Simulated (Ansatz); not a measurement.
# BiIr (zincblende): how the settings move a single-point run

Question: which choices in the input matter for BiIr (zincblende)?

Program: Ansatz 0.2.0. Level of theory: reference: DFT PBE, scalar-relativistic, plane waves, PAW, unless a step's input says otherwise. These are calculated values, not measurements.

3 further runs of the same task are left out: 1 that didn't finish, 2 set aside as unsound or not needed. Runs told in other sessions of the task aren't counted.

## Step 1: The system as given

The structure is cubic, space group F-43m (No. 216). The conventional cell has a = 6.135 Å, b = 6.135 Å, c = 6.135 Å, α = 90.00°, β = 90.00°, γ = 90.00°. Ir (site symmetry -43m) is surrounded by 4 Bi at 2.66 Å. Bi (site symmetry -43m) has 4 Ir at 2.66 Å in its first shell of neighbours.

As a file:

```cif
data_structure
_symmetry_space_group_name_H-M 'F-43m'
_symmetry_Int_Tables_number 216
_cell_length_a 6.1350
_cell_length_b 6.1350
_cell_length_c 6.1350
_cell_angle_alpha 90.000
_cell_angle_beta 90.000
_cell_angle_gamma 90.000
_cell_volume 230.91
loop_
_atom_site_label
_atom_site_type_symbol
_atom_site_symmetry_multiplicity
_atom_site_Wyckoff_symbol
_atom_site_fract_x
_atom_site_fract_y
_atom_site_fract_z
_atom_site_occupancy
Ir1 Ir 4 a 0.00000 0.00000 0.00000 1
Bi1 Bi 4 d 0.25000 0.25000 0.75000 1
```

## Step 2: Baseline

File input.yaml:

```yaml
crystal:
  lattice:
    - [0.0, 3.0674769725, 3.0674769725]
    - [3.0674769725, 0.0, 3.0674769725]
    - [3.0674769725, 3.0674769725, 0.0]
  atoms:
    - { symbol: Ir, position: [0.0, 0.0, 0.0] }
    - { symbol: Bi, position: [0.25, 0.25, 0.25] }
basis:
  ecutwfc: 420
  ecutrho_ratio: 4
kpoints:
  mp_grid: { grid: [10, 10, 10] }
hamiltonian:
  xc: pbe
scf:
  occupations: { method: gaussian, width: 0.05 }
output:
  forces: true
  stress: true
  eigenvalues: true
```

Launch:

```
$ ansatz run input.yaml --threads 2 --pin off --max-ram 2662MiB --backend cpu --events-out ev --progress --plain --runs-dir out
```

## Step 3: Changing settings: basis.precision f64, scf.algorithm density_mixing, eigensolver.kind davidson, n_extra_bands 4

Edit input.yaml of step 2 so:

```diff
@@ -11,2 +11,3 @@
   ecutrho_ratio: 4
+  precision: f64
 kpoints:
@@ -17,2 +18,5 @@
   occupations: { method: gaussian, width: 0.05 }
+  algorithm: density_mixing
+  eigensolver: { kind: davidson }
+  n_extra_bands: 4
 output:
@@ -20,2 +24 @@
   stress: true
-  eigenvalues: true
```

## Step 4: Changing settings: xc r2scan, mixing.algorithm msr1, mixing.beta 0.1, mixing.ndim 8, accuracy high

Edit input.yaml of step 2 so:

```diff
@@ -14,5 +14,6 @@
 hamiltonian:
-  xc: pbe
+  xc: r2scan
 scf:
   occupations: { method: gaussian, width: 0.05 }
+  mixing: { algorithm: msr1, beta: 0.1, ndim: 8 }
 output:
@@ -20,2 +21,2 @@
   stress: true
-  eigenvalues: true
+accuracy: high
```

## Step 5: Changed: xc pbesol, accuracy medium

Edit input.yaml of step 2 so:

```diff
@@ -14,3 +14,3 @@
 hamiltonian:
-  xc: pbe
+  xc: pbesol
 scf:
@@ -20,2 +20,2 @@
   stress: true
-  eigenvalues: true
+accuracy: medium
```

Before running it: what results should come out? Wanted: for each run, ending; energy change; pressure; gap; force.

The runs gave:

| run | ending | energy change | pressure (GPa) | gap (eV) | force (eV/Å) | cycles | time |
| --- | --- | --- | --- | --- | --- | --- | --- |
| reference | converged | 0 | 0.0 | 0.00 | 0.00 | 6 | 2 s |
| 1: basis.precision f64, scf.algorithm density_mixing, eigensolver.kind davidson, n_extra_bands 4 | converged | 0.0 meV/atom | 0.0 | 0.00 | 0.00 | 6 | 2.6 s |
| 2: xc r2scan, mixing.algorithm msr1, mixing.beta 0.1, mixing.ndim 8, accuracy high | converged | not comparable | -2.6 | 0.00 | 0.00 | 9 | 5.3 s |
| 3: xc pbesol, accuracy medium | converged | not comparable | -3.7 | 0.00 | 0.00 | 6 | 2.1 s |

Residual by cycle in the longest SCF loop of each run; runs are numbered as in the table. The quantity is the density residual dr2, in eV.

| cycle | reference | run 1 | run 2 | run 3 |
| --- | --- | --- | --- | --- |
| 1 | 0.00829 | 0.00794 | 0.127 | 0.00103 |
| 2 | 0.00648 | 0.00539 | 0.038 | 2.3e-4 |
| 3 | 9.2e-5 | 8.5e-5 | 0.00381 | 8.1e-5 |
| 4 | 2.0e-6 | 1.5e-6 | 0.00115 | 9.7e-6 |
| 5 | 9.2e-8 | 1.4e-7 | 9.8e-5 | 7.1e-7 |
| 6 | 8.1e-9 | 5.8e-9 | 6.1e-6 | 1.1e-8 |
| 7 | - | - | 4.0e-7 | - |
| 8 | - | - | 1.0e-9 | - |
| 9 | - | - | 1.8e-11 | - |

What this shows: «basis.precision f64, scf.algorithm density_mixing, eigensolver.kind davidson, n_extra_bands 4» leaves the energy as it was. Run 2 ran under the cutoff that the potentials recommend, as the log warns, so basis error is mixed into its values. Of the variants the dearest is «xc r2scan, mixing.algorithm msr1, mixing.beta 0.1, mixing.ndim 8, accuracy high» (5.3 s), the cheapest «xc pbesol, accuracy medium» (2.1 s), on a shared host.
